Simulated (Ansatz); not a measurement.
**CH₄BFN₂: how energies converge with the basis set**

An exercise on one series of results from a longer session: the logs are not shown, and one member is left open.

Program: Ansatz 0.2.0, Gaussian basis. Level of theory: one geometry, several basis sets. These are calculated values, not measurements.

The runs, in order: PBE0-D4/def2-SVP; ωB97M-V/def2-SVP; PBE0-D4/def2-QZVPP; ωB97M-V/def2-QZVPP; the functionals' def2-TZVPP values are taken from earlier runs.

### The relaxed structure

An earlier PBE0-D4 in a triple-zeta def2 set relaxation fixed the geometry.

SMILES `N/C=N/BF`, 9 atoms, charge 0, spin multiplicity 1.

Atoms are counted from 1 here; the program's logs count them from 0.

Bond lengths: N1–C2 1.336 Å, N1–H6 1.007 Å, N1–H7 1.003 Å, C2–N3 1.281 Å, C2–H8 1.100 Å, N3–B4 1.416 Å, B4–F5 1.329 Å, B4–H9 1.208 Å. Angles: C2–N1–H6 118.7°, C2–N1–H7 121.7°, H6–N1–H7 119.6°, N1–C2–N3 122.7°, N1–C2–H8 113.5°, N3–C2–H8 123.8°, C2–N3–B4 116.7°, N3–B4–F5 119.6°, N3–B4–H9 123.7°, F5–B4–H9 116.7°.

Set-up of the first run:

Contents of in.yaml:

```yaml
crystal:
  periodic: [false, false, false]
  atoms:
    - {symbol: N, position_ang: [-1.416980, 0.099452, 1.060575]}
    - {symbol: C, position_ang: [-0.361844, -0.217444, 0.304391]}
    - {symbol: N, position_ang: [0.329772, 0.660779, -0.321627]}
    - {symbol: B, position_ang: [1.420390, 0.182394, -1.087820]}
    - {symbol: F, position_ang: [2.181346, 1.044078, -1.755638]}
    - {symbol: H, position_ang: [-1.680875, 1.067551, 1.141775]}
    - {symbol: H, position_ang: [-1.947228, -0.600872, 1.544083]}
    - {symbol: H, position_ang: [-0.150896, -1.296786, 0.275944]}
    - {symbol: H, position_ang: [1.714816, -0.985453, -1.178682]}
basis:
  gaussian: {orbitals: def2-SVP}
hamiltonian: {xc: pbe0, dispersion: d4}
output: {orbitals: {seedname: orbitals}}
```

Command:

```sh
$ ansatz run in.yaml --threads 2 --pin off --events-out ev --progress --plain --max-ram 4352MiB
```

Steps of the session up to this table: PBE0-D4 in def2-SVP; ωB97M-V in def2-SVP; PBE0-D4 in def2-QZVPP; ωB97M-V in def2-QZVPP.

One table of the session follows, with a row left open; its other results are not shown here.

It belongs to the step «Functionals by basis». 

| functional | basis | HOMO (eV) |
| --- | --- | --- |
| PBE0-D4 | def2-SVP | ? |
| PBE0-D4 | def2-TZVPP | -7.36 |
| PBE0-D4 | def2-QZVPP | -7.40 |
| ωB97M-V | def2-SVP | -9.51 |
| ωB97M-V | def2-TZVPP | -9.73 |
| ωB97M-V | def2-QZVPP | -9.77 |

Estimate the missing values for PBE0-D4, def2-SVP.

**Answer.** HOMO (eV): -7.16. In the column «HOMO (eV)» it is the highest.
